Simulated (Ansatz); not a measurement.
**Cu (Cu (110), 6 layers): how the settings move a single-point run**

Aim: see which settings change the result for Cu (Cu (110), 6 layers), by how much, and at what cost.

Computed with Ansatz 0.2.0 (reference: DFT, PBE, PAW with Ansatz's default frozen-core files, scalar-relativistic, unless a step's input says otherwise).

## 1. The system as given

The structure is orthorhombic, space group Pmmn (No. 59). The conventional cell has a = 2.566 Å, b = 3.630 Å, c = 22.416 Å, α = 90.00°, β = 90.00°, γ = 90.00°. Around Cu (site symmetry mm2) lie 7 Cu at 2.57 Å. Cu (site symmetry mm2) is surrounded by 11 Cu at 2.57 Å. Cu (site symmetry mm2) has 12 Cu at 2.57 Å as nearest neighbours.

As a file:

```xyz
6
Lattice="2.5665 0.0000 0.0000 0.0000 3.6295 0.0000 0.0000 0.0000 22.4161" Properties=species:S:1:pos:R:3 pbc="T T T"
Cu    0.6416    0.9074    8.0000
Cu    1.9248    2.7221    9.2832
Cu    0.6416    0.9074   10.5664
Cu    1.9248    2.7221   11.8497
Cu    0.6416    0.9074   13.1329
Cu    1.9248    2.7221   14.4161
```

## 2. Reference

input.yaml

```yaml
crystal:
  lattice:
    - [2.5664536728, 0.0, 0.0]
    - [0.0, 3.6295135912, 0.0]
    - [0.0, 0.0, 22.4161]
  atoms:
    - { symbol: Cu, position: [0.25, 0.25, 0.3568855826] }
    - { symbol: Cu, position: [0.75, 0.75, 0.4141313496] }
    - { symbol: Cu, position: [0.25, 0.25, 0.4713771165] }
    - { symbol: Cu, position: [0.75, 0.75, 0.5286228835] }
    - { symbol: Cu, position: [0.25, 0.25, 0.5858686504] }
    - { symbol: Cu, position: [0.75, 0.75, 0.6431144174] }
kpoints:
  mp_grid: { grid: [16, 11, 1] }
scf:
  occupations: { method: fermi_dirac, width: 0.05 }
hamiltonian:
  xc: pbe
  pseudopotentials: { kind: paw }
output:
  forces: true
  stress: true
  eigenvalues: true
  populations: true
efield:
  axis: 3
  amplitude: 0
  dipole_correction: true
```

Started as:

```bash
$ ansatz run input.yaml --threads 2 --pin off --max-ram 4096MiB --backend cpu --events-out ev --progress --plain --runs-dir out
```

## 3. Changed: lower_state_search off, xc_grid 4

input.yaml, as its differences from that of step 2:

```diff
@@ -16,2 +16,3 @@
   occupations: { method: fermi_dirac, width: 0.05 }
+  lower_state_search: "off"
 hamiltonian:
@@ -24,2 +25,6 @@
   populations: true
+  write_density: true
+  write_potential: true
+  elf: true
+  volumetric_format: npy
 efield:
@@ -28 +33,3 @@
   dipole_correction: true
+basis:
+  xc_grid: 4
```

Before running it: what results should come out? Wanted: for each run, ending; energy change; gap; force.

The runs gave:

| run | ending | energy change | gap (eV) | force (eV/Å) | cycles | time |
| --- | --- | --- | --- | --- | --- | --- |
| reference | converged | 0 | 0.00 | 0.42 | 9 | 30 s |
| 1: lower_state_search off, xc_grid 4 | converged | 0.0 meV/atom | 0.00 | 0.42 | 9 | 34 s |

Times don't compare one to one where runs were asked for different outputs or read a saved state (see the inputs); cycles may leave out searches for a lower state.

Residual by cycle in the longest SCF loop of each run; runs are numbered as in the table. The quantity is the density residual dr2, in eV.

| cycle | reference | run 1 |
| --- | --- | --- |
| 1 | 0.021 | 0.021 |
| 2 | 0.0159 | 0.0159 |
| 3 | 0.0124 | 0.0124 |
| 4 | 0.00231 | 0.00231 |
| 5 | 4.9e-4 | 4.9e-4 |
| 6 | 3.4e-5 | 3.4e-5 |
| 7 | 6.1e-6 | 6.1e-6 |
| 8 | 1.7e-6 | 1.7e-6 |
| 9 | 9.2e-8 | 9.0e-8 |

What this shows: Changing the search for lower states and numerical grids hardly moves the energy: 0.0 meV/atom.
